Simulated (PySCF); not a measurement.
# NaGa: bond curves at several levels of theory

What are the lowest state that PBE0 finds, the bond length, vibrational wavenumber and bond energy of NaGa, and how much do these hang on the method?

Program: PySCF 2.14.0. Level of theory: Na aug-cc-pVDZ, Ga aug-cc-pVDZ-PP with ECP10, scalar-relativistic core potentials. These are calculated values, not measurements.

## Step 1: The job

The job is set up so:

```
atoms                         : Na, Ga
charge                        : 0
basis                         : Na aug-cc-pVDZ, Ga aug-cc-pVDZ-PP with ECP10
Hamiltonian                   : scalar-relativistic core potentials
basis functions               : 59
electrons treated             : 32
masses in u                   : 22.9898, 68.9256
levels                        : PBE0, PBE, r²SCAN, M06-2X, B2PLYP, B97-3, HF, MP2, SCS-MP2, CCSD, CCSD(T)
grid                          : 80 radial by 434 angular points
occupations                   : held fixed by the projection of orbital angular momentum
dissociation limit            : Na + Ga, each in its ground configuration
starting distance in angstrom : 2.780
values of 2S to try           : 0, 2
```

Started as:

```sh
> OMP_NUM_THREADS=1 python dia.py task.json out
```

Further steps of the session: The PBE0 curve of the state that the search chose; Other states along the same grid; PBE (GGA); r²SCAN; M06-2X (hybrid meta-GGA); B2PLYP (double hybrid); B97-3 (global hybrid GGA); RHF (mean field); Correlated methods on the Hartree–Fock reference.

Before running it: what results should come out? Wanted: for each run, Re; ωe; De; μ.

The runs gave:

Lowest PBE0 solution found, without spin–orbit coupling: ¹Σ⁺ (singlet), closed shell. State 2 has its PBE0 minimum 0.16 eV higher. State 3 has its PBE0 minimum 0.34 eV higher, as a spin-mixed determinant (⟨S²⟩ = 1.01), so this is no gap between pure states. The other levels ran on the lowest alone.

```
      level  Re (Å)  ωe (cm⁻¹)  De (eV)  μ (D)
        RHF   3.196      156.6   -0.171  -3.08
    RHF-MP2   3.162      158.1    0.488    n/a
RHF-SCS-MP2   3.176      155.4     0.53    n/a
   RHF-CCSD   3.183      150.1     0.66    n/a
RHF-CCSD(T)   3.187      147.6     0.71    n/a
        PBE   3.143      150.6     0.83  -1.26
     r²SCAN   3.133      154.9     0.62  -1.93
       PBE0   3.128      157.3     0.69  -1.93
      B97-3   3.131      157.1     0.84  -1.66
     M06-2X   3.071      169.9     0.78  -2.07
     B2PLYP   3.127      157.3     0.69  -2.13
```

De is counted to Na + Ga in their ground configurations. A positive dipole means Na(−)Ga(+).

What this shows: The methods spread over 0.126 Å in bond length, from M06-2X to RHF. CCSD(T) can't serve as the judge here: for a weak bond in this basis it is far from its limit. Of the levels with a De here, RHF gives the least (-0.171 eV) and B97-3 the most (0.84 eV).

Correlated steps freeze 5 core orbitals. B2PLYP dipoles, levels and charges come from its SCF part alone. A negative De means that the minimum lies above the separated atoms at that level.
